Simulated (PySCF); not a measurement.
# H4NdO4 (Nd(OH)4): the cost of one run

Method: several levels, as the steps say, no spin–orbit coupling; program: PySCF 2.14.0.

1 further run of the same task is left out (for a known fault of the program).

## 1. The starting structure

9 atoms, charge 0, spin multiplicity 1.

Bond lengths: Nd1–O2 2.047 Å, Nd1–O4 2.047 Å, Nd1–O6 2.047 Å, Nd1–O8 2.047 Å, O2–H3 0.957 Å, O4–H5 0.957 Å, O6–H7 0.957 Å, O8–H9 0.957 Å. Angles: O2–Nd1–O4 109.5°, O2–Nd1–O6 109.4°, O2–Nd1–O8 109.4°, O4–Nd1–O6 109.4°, O4–Nd1–O8 109.4°, O6–Nd1–O8 109.5°, Nd1–O2–H3 179.3°, Nd1–O4–H5 179.3°, Nd1–O6–H7 179.3°, Nd1–O8–H9 179.3°.

Coordinates:

```
atom    x (Å)    y (Å)    z (Å)
 Nd1   0.0000   0.0000   0.0000
  O2   1.2944   1.0586   1.1814
  H3   1.8953   1.5629   1.7293
  O4  -1.2944  -1.0586   1.1814
  H5  -1.8953  -1.5629   1.7293
  O6   1.0586  -1.2944  -1.1814
  H7   1.5629  -1.8953  -1.7293
  O8  -1.0586   1.2944  -1.1814
  H9  -1.5629   1.8953  -1.7293
```

Formal oxidation states: Nd +4. Each metal's 2 4f electrons lie in its core potential, so multiplicities, spins and levels count the valence alone. An earlier session relaxed this geometry at PBE0, Nd lcecp-2-SVP with ECP48, O def2-SVP, H def2-SVP (singlet, point group Td).

At PBE0 on the finer grid: E = -342.949690 Eh, frontier levels not given, since the 4f levels lie in the core, Mulliken charge on Nd1 +1.38 e, largest force component 0.010 eV/Å. 

Levels to run: TPSSh; HF; PBE0, TZVP. Hardware: 2 threads of Arm Neoverse V2, shared host.

## 2. TPSSh

The input, run.py (the lines that set the calculation):

```python
mol = gto.M(atom='''
Nd     0.00000     0.00000     0.00000
O      1.29442     1.05864     1.18137
H      1.89533     1.56287     1.72932
O     -1.29442    -1.05864     1.18137
H     -1.89533    -1.56287     1.72932
O      1.05864    -1.29442    -1.18137
H      1.56287    -1.89533    -1.72932
O     -1.05864     1.29442    -1.18137
H     -1.56287     1.89533    -1.72932''',
    basis={'Nd': 'lcecp-2-SVP', 'O': 'def2-SVP', 'H': 'def2-SVP'},
    ecp={'Nd': 'lcecp-2-SVP'},
    charge=0, spin=0)
mf = dft.RKS(mol, xc='TPSSH')
mf.grids.atom_grid = (75, 302)  # f atoms: unpruned, at least (60, 302)
mf = mf.density_fit()  # fitting sets: Nd AutoAux, O def2-universal-JKFIT, H def2-universal-JKFIT
mf.conv_tol = 1e-08; mf.max_cycle = 55
mf.kernel(dm0)  # dm0: the density of the relaxed state
```

Run with:

```sh
OMP_NUM_THREADS=2 python run.py
```

**Question.** How long does this run take on 2 threads of Arm Neoverse V2, shared host?

About 9.7 s.
